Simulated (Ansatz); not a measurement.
# C2H8AsN: a ladder of functionals and wavefunction methods

One table from this session's results is given with a row withheld; the runs are named, their logs left out.

Method: functionals in def2-TZVPP, the program's frozen cores in correlated methods; program: Ansatz 0.2.0, Gaussian basis.

The runs, in order: PBE-D4, r2SCAN-D4, PBE0-D4, B3LYP-D4, ωB97X-V, ωB97M-V, B2PLYP; CCSD(T)/def2-TZVPP; MP2/def2-QZVPP; extrapolation to the limit.

### The relaxed structure

All runs share one geometry, relaxed beforehand with PBE0-D4 in a triple-zeta def2 set.

SMILES `CNC[AsH2]`, 12 atoms, charge 0, spin multiplicity 1.

Atoms are counted from 1 here; the program's logs count them from 0.

Bond lengths: C1–N2 1.448 Å, C1–H5 1.092 Å, C1–H6 1.094 Å, C1–H7 1.103 Å, N2–C3 1.440 Å, N2–H8 1.012 Å, C3–As4 1.973 Å, C3–H9 1.104 Å, C3–H10 1.095 Å, As4–H11 1.527 Å, As4–H12 1.522 Å. Angles: N2–C1–H5 109.7°, N2–C1–H6 109.5°, N2–C1–H7 113.9°, H5–C1–H6 107.6°, H5–C1–H7 108.4°, H6–C1–H7 107.5°, C1–N2–C3 113.0°, C1–N2–H8 110.5°, C3–N2–H8 110.0°, N2–C3–As4 114.3°, N2–C3–H9 114.1°, N2–C3–H10 109.3°, As4–C3–H9 106.0°, As4–C3–H10 106.1°, H9–C3–H10 106.5°, C3–As4–H11 94.5°, C3–As4–H12 94.8°, H11–As4–H12 92.1°.

The first run:

in.yaml reads:

```yaml
crystal:
  periodic: [false, false, false]
  atoms:
    - {symbol: C, position_ang: [-1.166116, 1.185057, 0.469519]}
    - {symbol: N, position_ang: [-0.238263, 0.418485, -0.335278]}
    - {symbol: C, position_ang: [0.592661, -0.459899, 0.445957]}
    - {symbol: As, position_ang: [1.778070, -1.620219, -0.621942]}
    - {symbol: H, position_ang: [-1.801557, 1.791140, -0.179306]}
    - {symbol: H, position_ang: [-0.609290, 1.867324, 1.117809]}
    - {symbol: H, position_ang: [-1.814075, 0.568407, 1.114385]}
    - {symbol: H, position_ang: [-0.735136, -0.110789, -1.039964]}
    - {symbol: H, position_ang: [0.030613, -1.133612, 1.116742]}
    - {symbol: H, position_ang: [1.249863, 0.138062, 1.085966]}
    - {symbol: H, position_ang: [0.656008, -2.158741, -1.505973]}
    - {symbol: H, position_ang: [2.133920, -0.540415, -1.634116]}
basis:
  gaussian: {orbitals: def2-TZVPP}
hamiltonian: {xc: pbe, dispersion: d4}
output: {forces: true, orbitals: {seedname: orbitals}}
```

Launch:

```sh
> ansatz run in.yaml --threads 4 --pin off --events-out ev --progress --plain --max-ram 10444MiB
```

Steps of the session up to this table: PBE-D4 (GGA); r2SCAN-D4 (meta-GGA); PBE0-D4 (hybrid); B3LYP-D4 (hybrid); ωB97X-V (range-separated); ωB97M-V (range-separated); B2PLYP (double hybrid); CCSD(T) in def2-TZVPP; MP2 in def2-QZVPP.

One of the session's tables, all rows but one given; the rest of the session is left out.

It belongs to the step «Atomisation energies». 

```
            method  atomisation energy (kJ/mol)
            PBE-D4                       4139.0
         r2SCAN-D4                       4052.7
           PBE0-D4                       4067.7
          B3LYP-D4                       4084.7
           ωB97X-V                       4088.5
           ωB97M-V                       4070.2
            B2PLYP                       4019.6
     HF/def2-TZVPP                       2848.2
    MP2/def2-TZVPP                       3957.1
   CCSD/def2-TZVPP                       3896.8
CCSD(T)/def2-TZVPP                       3953.2
           MP2/CBS                       4060.4
       CCSD(T)/CBS                            ?
```

**Question.** Estimate the row for CCSD(T)/CBS.

As computed: atomisation energy (kJ/mol): 4056.5. In the column «atomisation energy (kJ/mol)» it lies between r2SCAN-D4 (4052.7) and MP2/CBS (4060.4).
